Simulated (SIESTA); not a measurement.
The system is Mg6SiB.

```
CELL_PARAMETERS angstrom
3.97571 0.00000 0.00000
0.00000 3.89167 4.93801
0.00000 -3.89167 4.93801
ATOMIC_POSITIONS crystal
Si 0.00000 0.94650 0.94650
Mg 0.50000 0.14036 0.14036
Mg 0.50000 0.10223 0.66365
Mg 0.50000 0.66365 0.10223
Mg 0.00000 0.37137 0.37137
Mg 0.00000 0.44420 0.81361
Mg 0.00000 0.81361 0.44420
B 0.50000 0.51809 0.51809
```

The cell comes from a database or a generator and needn't be the stable form of this composition.

Base run:

| Property | Result |
| --- | --- |
| Program | SIESTA 5.4.2 |
| Functional | PBEsol |
| Potentials or basis | PseudoDojo 0.4 standard (PBEsol files) |
| Basis | DZP (energy shift 0.003 Ry; two zetas on semicore shells) |
| Grid cutoff | 800 Ry |
| Energy shift | 0.003 Ry |
| k mesh | 7 × 5 × 5 |
| Occupations | fermi-dirac, width 0.05 eV |
| Spin | no spin polarisation |

Its results: band gap on the k mesh none (metal or under the smearing width); pressure 0.9 GPa; largest force 0.288 eV/Å.

Task: The run is repeated on the same cell with these changes: functional from PBEsol to PBE; potentials or basis from PseudoDojo 0.4 standard (PBEsol files) to PseudoDojo 0.4 standard (PBE files). What comes out?

Result: Band gap on the k mesh none (metal or under the smearing width); pressure 2.0 GPa; largest force 0.314 eV/Å.

Caveats: the basis of atomic orbitals isn't converged, which shifts pressures, moduli and gaps.

Not every run made on this cell is shown here.
